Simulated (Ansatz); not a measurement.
Consider a ladder of basis sets of BBrH₂O, SMILES OBBr (Ansatz 0.2.0 through its Python package).

`basis_bbrh2o.py`
```python
"""Basis-set convergence for BBrH2O."""

import warnings

import ansatz as az


def main() -> None:
    warnings.simplefilter("ignore", az.DeckWarning)

    molecule = (
        az.Crystal.molecule()
        .atom("O", [-0.8593, -0.7915, 0.0907])
        .atom("B", [0.3111, 0.036, 0.2176])
        .atom("Br", [0.1874, 2.0371, 0.2611])
        .atom("H", [-0.9509, -0.8431, -0.9023])
        .atom("H", [1.3616, -0.5121, 0.2914])
    )

    base = (
        molecule.calculation()
        .functional("hf")
        .scf(lower_state_search="light")
    )

    energies = {}
    for basis in ["cc-pVDZ", "cc-pVTZ"]:
        rep = base.basis(gaussian=basis).run().report
        size = rep["n_frozen"] + rep["n_occupied"][0] + rep["n_virtual"][0]
        energies[basis] = (rep["reference_energy_ev"] / 27.211386246, rep["free_energy_ev"] / 27.211386246)
        print(f"{basis:14s} {size:4d} orbitals  reference {energies[basis][0]:14.6f} Ha  total {energies[basis][1]:14.6f} Ha")

    last = energies["cc-pVTZ"][1]
    for basis, (_, total) in energies.items():
        print(f"{basis:14s} lies {27.211386 * (total - last):9.4f} eV above cc-pVTZ")


if __name__ == "__main__":
    main()
```

How far does the total energy move along this ladder of basis sets?

Against cc-pVDZ: cc-pVTZ -109.5 mHa. The last step alone is -109.46 mHa. From the first set to the last the time grows from 0.7 to 1.5 s.

What the script printed:

```console
$ python basis_bbrh2o.py
cc-pVDZ          65 orbitals  reference   -2673.161147 Ha  total   -2673.161147 Ha
cc-pVTZ         131 orbitals  reference   -2673.270607 Ha  total   -2673.270607 Ha
cc-pVDZ        lies    2.9786 eV above cc-pVTZ
cc-pVTZ        lies    0.0000 eV above cc-pVTZ
```

Notes:
- These settings explore the input space; basis and method may be short of convergence.
- The geometry is a force-field or estimated start, not a minimum of this method, and the last set is no limit. Much of the fall in a total is atomic energy, which cancels in bond and reaction energies.
- Timing: 2.8 s on 1 thread of AMD EPYC 7R43 64-Core Processor (Zen 3), on a shared host, peak memory 0.31 GiB.
